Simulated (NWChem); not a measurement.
**CH3ClSeSi (SMILES Cl[SiH]1C[Se]1): levels of theory compared**

We compute a comparison of 3 runs (HF/STO-3G, HF/3-21G, B3LYP/6-31G*) of CH3ClSeSi. Input form: an ASE script.

The results are computed with NWChem 7.3.0.

## (1) The molecule

The species is CH3ClSeSi (7 atoms), meant as a singlet with charge 0. SMILES: `Cl[SiH]1C[Se]1`. The shape is that of a PBE0-D4/def2-TZVP optimisation.

Bond lengths: Cl1–Si2 2.038 Å, Si2–C3 1.828 Å, Si2–Se4 2.207 Å, C3–Se4 2.037 Å, Si2–H5 1.473 Å, C3–H6 1.085 Å, C3–H7 1.085 Å. Some angles: Cl1–Si2–C3 118.6°, Cl1–Si2–Se4 120.8°, C3–Si2–Se4 59.8°, Si2–C3–Se4 69.4°, Si2–Se4–C3 50.8°, Cl1–Si2–H5 108.9°, C3–Si2–H5 121.3°, Se4–Si2–H5 120.3°, Si2–C3–H6 119.4°, Si2–C3–H7 121.1°.

## (2) Energy and forces at HF/STO-3G (run 1)

File run.py:

```python
from ase import Atoms
from ase.calculators.nwchem import NWChem

mol = Atoms(['Cl', 'Si', 'C', 'Se', 'H', 'H', 'H'], positions=[
    [0.881600, -1.759800, -1.603600],
    [0.014000, -0.863900, 0.008000],
    [-0.193000, 0.952000, -0.006400],
    [1.201100, 0.400000, 1.372600],
    [-1.035600, -1.750200, 0.539700],
    [0.250200, 1.532800, -0.808600],
    [-1.057100, 1.421100, 0.452600],
])

calc = NWChem(
    label='job',
    theory='scf',
    memory='2200 mb',
    basis='STO-3G',
    basispar='spherical bse',
    scf={'nopen': '0', 'rhf': None, 'thresh': '1e-08', 'maxiter': '80'},
)
mol.calc = calc

forces = mol.get_forces()
print(f"energy = {mol.get_potential_energy():.6f} eV")
print("forces (eV/A):")
for s, f in zip(mol.symbols, forces):
    print(f"{s:2s} {f[0]:10.5f} {f[1]:10.5f} {f[2]:10.5f}")
print("dipole (e A):", mol.get_dipole_moment().round(4))
```

Run with:

```bash
export ASE_NWCHEM_COMMAND="nwchem PREFIX.nwi > PREFIX.nwo"
python run.py
```

Standard output:

```text
energy = -85795.805039 eV
forces (eV/A):
Cl    0.46136   -0.42099   -0.88595
Si   -1.32895   -0.23078    1.59619
C     1.17823   -0.24914    1.10383
Se   -0.94411    0.17725   -1.03713
H     0.90338    0.85818   -0.52219
H    -0.29028   -0.04355    0.06500
H     0.02036   -0.09097   -0.31974
dipole (e A): [-0.5265  0.0272  0.0916]
```

The calculator wrote job.nwi:

```
title "job"

permanent_dir job

scratch_dir job

start job

geometry units angstrom nocenter noautosym noautoz
  Cl 8.8160000000000005e-01 -1.7598000000000000e+00 -1.6035999999999999e+00
  Si 1.4000000000000000e-02 -8.6390000000000000e-01 8.0000000000000002e-03
  C  -1.9300000000000000e-01 9.5199999999999996e-01 -6.4000000000000003e-03
  Se 1.2011000000000001e+00 4.0000000000000002e-01 1.3726000000000000e+00
  H  -1.0356000000000001e+00 -1.7502000000000000e+00 5.3969999999999996e-01
  H  2.5019999999999998e-01 1.5327999999999999e+00 -8.0859999999999999e-01
  H  -1.0570999999999999e+00 1.4211000000000000e+00 4.5260000000000000e-01
end

memory 2200 mb

basis spherical bse noprint
   * library STO-3G
end

scf
  nopen 0
  rhf
  thresh 1e-08
  maxiter 80
end

task scf gradient
```

job.nwo:

```text
Northwest Computational Chemistry Package (NWChem) 7.3.0
             --------------------------------------------------------

           Job information
           ---------------

    nwchem branch   = 7.3.0
    use scalapack   = T
    input           = job.nwi
    prefix          = job.
    data base       = job/job.db
    status          = startup
    nproc           =        1

           Memory information
           ------------------

    heap     =     72089596 doubles =      550.0 Mbytes
    stack    =     72089601 doubles =      550.0 Mbytes
    global   =    144179200 doubles =     1100.0 Mbytes (distinct from heap & stack)
    total    =    288358397 doubles =     2200.0 Mbytes
    verify   = yes
    hardfail = no

[... 145 lines left out ...]
 Convergence threshold     :          1.000E-08
[... 12 lines left out ...]
       Final RHF  results
[... 3 lines left out ...]
      One-electron energy =  -5199.971878052641
[... 1 line left out ...]
 Nuclear repulsion energy =    397.840125294633
[... 52 lines left out ...]
                       ROHF Final Molecular Orbital Analysis
[... 206 lines left out ...]
                 ----------------------------------------
                 |  Time  |  1-e(secs)   |  2-e(secs)   |
                 ----------------------------------------
                 |  CPU   |       0.00   |       1.79   |
                 ----------------------------------------
                 |  WALL  |       0.00   |       1.79   |
                 ----------------------------------------

 Task  times  cpu:        5.0s     wall:        5.0s
 Total times  cpu:        5.0s     wall:        5.0s
```

Wall time 6.3 s (1 thread of Intel Xeon 6975P-C (Granite Rapids), shared host); peak memory 0.098 GiB.

## (3) Energy and forces at HF/3-21G (run 2)

File run.py:

```python
from ase import Atoms
from ase.calculators.nwchem import NWChem

molecule = Atoms(['Cl', 'Si', 'C', 'Se', 'H', 'H', 'H'], positions=[
    [0.881600, -1.759800, -1.603600],
    [0.014000, -0.863900, 0.008000],
    [-0.193000, 0.952000, -0.006400],
    [1.201100, 0.400000, 1.372600],
    [-1.035600, -1.750200, 0.539700],
    [0.250200, 1.532800, -0.808600],
    [-1.057100, 1.421100, 0.452600],
])

calc = NWChem(
    label='input',
    theory='scf',
    memory='2200 mb',
    basis='3-21G',
    basispar='spherical bse',
    scf={'nopen': '0', 'rhf': None, 'thresh': '1e-08', 'maxiter': '80'},
)
molecule.calc = calc

forces = molecule.get_forces()
print("Total energy (eV):", round(molecule.get_potential_energy(), 6))
print("forces (eV/A):")
for s, f in zip(molecule.symbols, forces):
    print(f"{s:2s} {f[0]:10.5f} {f[1]:10.5f} {f[2]:10.5f}")
print("dipole (e A):", molecule.get_dipole_moment().round(4))
```

Run with:

```bash
export ASE_NWCHEM_COMMAND="nwchem PREFIX.nwi > PREFIX.nwo"
python run.py
```

Standard output:

```text
Total energy (eV): -86330.553452
forces (eV/A):
Cl    0.98478   -0.97342   -1.87706
Si   -1.98366   -0.91711    0.91104
C    -0.27182    1.36196   -0.19335
Se    1.19963    0.89253    1.30247
H     0.08536    0.12321   -0.07909
H    -0.27110   -0.24765    0.24909
H     0.25685   -0.23947   -0.31316
dipole (e A): [-0.4638  0.1215  0.1053]
```

The calculator wrote input.nwi:

```
title "input"

permanent_dir input

scratch_dir input

start input

geometry units angstrom nocenter noautosym noautoz
  Cl 8.8160000000000005e-01 -1.7598000000000000e+00 -1.6035999999999999e+00
  Si 1.4000000000000000e-02 -8.6390000000000000e-01 8.0000000000000002e-03
  C  -1.9300000000000000e-01 9.5199999999999996e-01 -6.4000000000000003e-03
  Se 1.2011000000000001e+00 4.0000000000000002e-01 1.3726000000000000e+00
  H  -1.0356000000000001e+00 -1.7502000000000000e+00 5.3969999999999996e-01
  H  2.5019999999999998e-01 1.5327999999999999e+00 -8.0859999999999999e-01
  H  -1.0570999999999999e+00 1.4211000000000000e+00 4.5260000000000000e-01
end

memory 2200 mb

basis spherical bse noprint
   * library 3-21G
end

scf
  nopen 0
  rhf
  thresh 1e-08
  maxiter 80
end

task scf gradient
```

input.nwo:

```text
Northwest Computational Chemistry Package (NWChem) 7.3.0
             --------------------------------------------------------

           Job information
           ---------------

    nwchem branch   = 7.3.0
    use scalapack   = T
    input           = input.nwi
    prefix          = input.
    data base       = input/input.db
    status          = startup
    nproc           =        1

           Memory information
           ------------------

    heap     =     72089596 doubles =      550.0 Mbytes
    stack    =     72089601 doubles =      550.0 Mbytes
    global   =    144179200 doubles =     1100.0 Mbytes (distinct from heap & stack)
    total    =    288358397 doubles =     2200.0 Mbytes
    verify   = yes
    hardfail = no

[... 145 lines left out ...]
 Convergence threshold     :          1.000E-08
[... 12 lines left out ...]
       Final RHF  results
[... 3 lines left out ...]
      One-electron energy =  -5208.740459127201
[... 1 line left out ...]
 Nuclear repulsion energy =    397.840125294633
[... 55 lines left out ...]
                       ROHF Final Molecular Orbital Analysis
[... 231 lines left out ...]
                 ----------------------------------------
                 |  Time  |  1-e(secs)   |  2-e(secs)   |
                 ----------------------------------------
                 |  CPU   |       0.00   |       2.00   |
                 ----------------------------------------
                 |  WALL  |       0.00   |       2.00   |
                 ----------------------------------------

 Task  times  cpu:        5.3s     wall:        5.3s
 Total times  cpu:        5.3s     wall:        5.3s
```

It took 6.6 s on 1 thread of Intel Xeon 6975P-C (Granite Rapids), shared host; peak memory 0.096 GiB.

## (4) Energy and gradient at B3LYP/6-31G(d) (Cartesian functions) (run 3)

File run.py:

```python
from ase import Atoms
from ase.calculators.nwchem import NWChem

atoms = Atoms('ClSiCSeHHH', positions=[
    [0.881600, -1.759800, -1.603600],
    [0.014000, -0.863900, 0.008000],
    [-0.193000, 0.952000, -0.006400],
    [1.201100, 0.400000, 1.372600],
    [-1.035600, -1.750200, 0.539700],
    [0.250200, 1.532800, -0.808600],
    [-1.057100, 1.421100, 0.452600],
])

calc = NWChem(
    label='calc',
    theory='dft',
    memory='2200 mb',
    basis='6-31G*',
    dft={'xc': 'b3lyp', 'mult': '1', 'grid': 'fine', 'convergence': 'energy 1e-08', 'iterations': '100', 'mulliken': None},
)
atoms.calc = calc

forces = atoms.get_forces()
print(f"energy = {atoms.get_potential_energy():.6f} eV")
print("forces (eV/A):")
for s, f in zip(atoms.symbols, forces):
    print(f"{s:2s} {f[0]:10.5f} {f[1]:10.5f} {f[2]:10.5f}")
print("dipole (e A):", atoms.get_dipole_moment().round(4))
```

Run with:

```bash
export ASE_NWCHEM_COMMAND="nwchem PREFIX.nwi > PREFIX.nwo"
python run.py
```

Standard output:

```text
energy = -86830.023951 eV
forces (eV/A):
Cl    0.21397   -0.26961   -0.46295
Si   -0.36098   -0.30509    0.19098
C    -0.25798    0.32555   -0.23829
Se    0.53911    0.12002    0.59408
H    -0.03173   -0.02818   -0.00237
H    -0.00689    0.08598   -0.07780
H    -0.09549    0.07132   -0.00360
dipole (e A): [-0.3462  0.0938 -0.0402]
```

The calculator wrote calc.nwi:

```
title "calc"

permanent_dir calc

scratch_dir calc

start calc

geometry units angstrom nocenter noautosym noautoz
  Cl 8.8160000000000005e-01 -1.7598000000000000e+00 -1.6035999999999999e+00
  Si 1.4000000000000000e-02 -8.6390000000000000e-01 8.0000000000000002e-03
  C  -1.9300000000000000e-01 9.5199999999999996e-01 -6.4000000000000003e-03
  Se 1.2011000000000001e+00 4.0000000000000002e-01 1.3726000000000000e+00
  H  -1.0356000000000001e+00 -1.7502000000000000e+00 5.3969999999999996e-01
  H  2.5019999999999998e-01 1.5327999999999999e+00 -8.0859999999999999e-01
  H  -1.0570999999999999e+00 1.4211000000000000e+00 4.5260000000000000e-01
end

memory 2200 mb

basis noprint
   * library 6-31G*
end

dft
  xc b3lyp
  mult 1
  grid fine
  convergence energy 1e-08
  iterations 100
  mulliken
end

task dft gradient
```

calc.nwo:

```text
Northwest Computational Chemistry Package (NWChem) 7.3.0
             --------------------------------------------------------

           Job information
           ---------------

    nwchem branch   = 7.3.0
    use scalapack   = T
    input           = calc.nwi
    prefix          = calc.
    data base       = calc/calc.db
    status          = startup
    nproc           =        1

           Memory information
           ------------------

    heap     =     72089596 doubles =      550.0 Mbytes
    stack    =     72089601 doubles =      550.0 Mbytes
    global   =    144179200 doubles =     1100.0 Mbytes (distinct from heap & stack)
    total    =    288358397 doubles =     2200.0 Mbytes
    verify   = yes
    hardfail = no

[... 116 lines left out ...]
  convergence criterion.
[... 42 lines left out ...]
          Spatial weights used:  Erf1
[... 82 lines left out ...]
         Total DFT energy =    -3190.944550693845
[... 3 lines left out ...]
 Nuclear repulsion energy =      397.840125294633
[... 733 lines left out ...]
          Convergence on gradient requested:  5.00D-04
[... 29 lines left out ...]
          total energy or number of iterations.
[... 38 lines left out ...]
                 ----------------------------------------
                 |  Time  |  1-e(secs)   |  2-e(secs)   |
                 ----------------------------------------
                 |  CPU   |       0.01   |      13.63   |
                 ----------------------------------------
                 |  WALL  |       0.01   |      13.63   |
                 ----------------------------------------

 Task  times  cpu:       37.4s     wall:       37.4s
 Total times  cpu:       37.4s     wall:       37.4s
```

Wall time 39 s (1 thread of Intel Xeon 6975P-C (Granite Rapids), shared host); peak memory 0.12 GiB.

## (5) Overview of the runs

| run | level | Cartesian functions | iteration cap | energy (Eh) | dipole moment (D) | HOMO energy (eV) | LUMO energy (eV) | wall time |
| --- | --- | --- | --- | --- | --- | --- | --- | --- |
| 1 | HF/STO-3G | no | 80 | -3152.937706 | 2.57 | -7.17 | 6.68 | 6.3 s |
| 2 | HF/3-21G | no | 80 | -3172.589348 | 2.36 | -9.58 | 2.60 | 6.6 s |
| 3 | B3LYP/6-31G* (Cartesian functions) | yes | 100 | -3190.944551 | 1.73 | -6.58 | -0.82 | 39 s |

## (6) Results

| quantity | value |
| --- | --- |
| run 3: total energy | -3190.94455 Eh |
| run 3: dipole moment | 1.73 D |
| run 3: HOMO energy | -6.58 eV |
| run 3: LUMO energy | -0.82 eV |
| run 3: HOMO–LUMO gap | 5.76 eV |
| run 3: largest force on an atom | 0.811 eV/Å |

What this shows: The dipole moment (its size) runs from 1.73 D (B3LYP/6-31G*) to 2.57 D (HF/STO-3G). The two ends differ in method and basis. The HOMO–LUMO gap runs from 5.76 eV (B3LYP/6-31G*) to 13.85 eV (HF/STO-3G). In run 1 the basis is minimal, so the values are rough. All runs together took 52 s, the longest 39 s.
